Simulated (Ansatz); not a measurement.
# BeAs+ (triplet): the correlation ladder at distance As1–Be2 = 7.401 Å, cc-pVDZ

How much of the correlation energy of BeAs+ (triplet) does each wave-function method recover here?

The runs use Ansatz 0.2.0, Gaussian basis; cc-pVDZ, core rule «outside noble gas», up to 15 orbitals frozen.

To be run: UHF; CCSD(T) on natural orbitals of UHF; CCSD(T) on UHF; BCCD(T) on natural orbitals of UHF; CISD; CCSDT(Q) on natural orbitals of UHF; CCSDT(Q) on UHF; CASSCF and MRCISD+Q, 4 electrons in 4 orbitals; CASSCF and NEVPT2, 4 electrons in 4 orbitals; CASSCF and MRCISD+Q, 6 electrons in 8 orbitals; CASSCF and NEVPT4(SD), 6 electrons in 8 orbitals; CASSCF and NEVPT2, 6 electrons in 8 orbitals; Full CI.

52 further runs of the same task are left out: 25 for a known fault of the program, 2 for a mislabelled method, 20 that didn't finish, 5 set aside as unsound or not needed.

## 1. The geometry

The geometry derives from a PBE0/def2-TZVP stationary point (not a proven minimum). One bond is set to the value named and the two fragments are kept rigid. No spin-orbit coupling is included. The filled d shell of As may be among the frozen orbitals whatever the setting's name suggests; the logs give the count.

2 atoms, charge 1, spin multiplicity 3.

Atoms are counted from 1 here; the program's logs count them from 0.

No contacts short enough for the rule that draws bonds.

## 2. UHF

in.yaml

```yaml
crystal:
  periodic: [false, false, false]
  atoms:
    - {symbol: As, position_ang: [0.000000, 0.000000, 0.000000]}
    - {symbol: Be, position_ang: [0.000000, 0.000000, 7.401000]}
basis:
  gaussian: {orbitals: cc-pVDZ}
total_charge: 1
magnetization: {spin_polarized: true, initial_magnetization: 2}
hamiltonian: {xc: hf}
output: {orbitals: {seedname: orbitals}}
```

Launch:

```console
ansatz run in.yaml --threads 1 --pin off --events-out ev --progress --plain --max-ram 2393MiB
```

Further steps of the session: CCSD(T) on natural orbitals of UHF; CCSD(T) on UHF; BCCD(T) on natural orbitals of UHF; CISD; CCSDT(Q) on natural orbitals of UHF; CCSDT(Q) on UHF; CASSCF and MRCISD+Q, 4 electrons in 4 orbitals; CASSCF and NEVPT2, 4 electrons in 4 orbitals; CASSCF and MRCISD+Q, 6 electrons in 8 orbitals; CASSCF and NEVPT4(SD), 6 electrons in 8 orbitals; CASSCF and NEVPT2, 6 electrons in 8 orbitals; Full CI.

**Question.** What will the summary of the whole plan be? Wanted: FCI below the RHF energy; RMP2 from FCI; UMP2 from FCI; RCCSD from FCI; RCCSD(T) from FCI; UCCSD(T) from FCI; RCCSDT(Q) from FCI; UCCSDT(Q) from FCI; NEVPT2 pair from FCI.

**Answer**, as computed:

| quantity | value |
| --- | --- |
| FCI below the RHF energy | -3.3716 eV |
| RMP2 from FCI | -1165.4 kJ/mol |
| UMP2 from FCI | +39.5 kJ/mol |
| RCCSD from FCI | +2.3 kJ/mol |
| RCCSD(T) from FCI | -3.8 kJ/mol |
| UCCSD(T) from FCI | -1.2 kJ/mol |
| RCCSDT(Q) from FCI | -0.5 kJ/mol |
| UCCSDT(Q) from FCI | -1.8 kJ/mol |
| NEVPT2 pair from FCI | +37.6 kJ/mol |
| MRCISD+Q pair from FCI | -4.7 kJ/mol |
| levels within 1 kcal/mol (43 meV) | RCCSD, UCCSD, RCCSD(T), UCCSD(T), BCCD(T), RCCSDT, UCCSDT, RCCSDT(Q), UCCSDT(Q), MRCISD pair |
| T1 diagnostic | 0.405 |
| effectively unpaired electrons | 4.01 |

In words: RCCSD(T) misses by -3.8 kJ/mol, 1.2 % of the correlation energy. CCSD(T) misses by -3.8 kJ/mol on the restricted determinant and by -1.2 kJ/mol on the unrestricted one; the two need not hold the same state or core. RMP2, RCCSD(T), UCCSD(T), UCCSDT, RCCSDT(Q), UCCSDT(Q), MRCISD+Q pair fall below full CI: unrestricted runs freeze a spin-polarised core, another one than full CI's, and coupled cluster isn't variational. The occupations show strong static correlation (4.0 unpaired electrons where one determinant has 2). Coupled cluster on one determinant still stays close here. Of the multireference levels listed MRCISD+Q pair comes nearest in total energy (-4.7 kJ/mol), which doesn't show that its space is the better one. Coupled cluster took another determinant than the lowest Hartree-Fock one. These misses are within one basis, not against nature; the frozen cores of restricted and unrestricted runs differ, which can shift their rows.
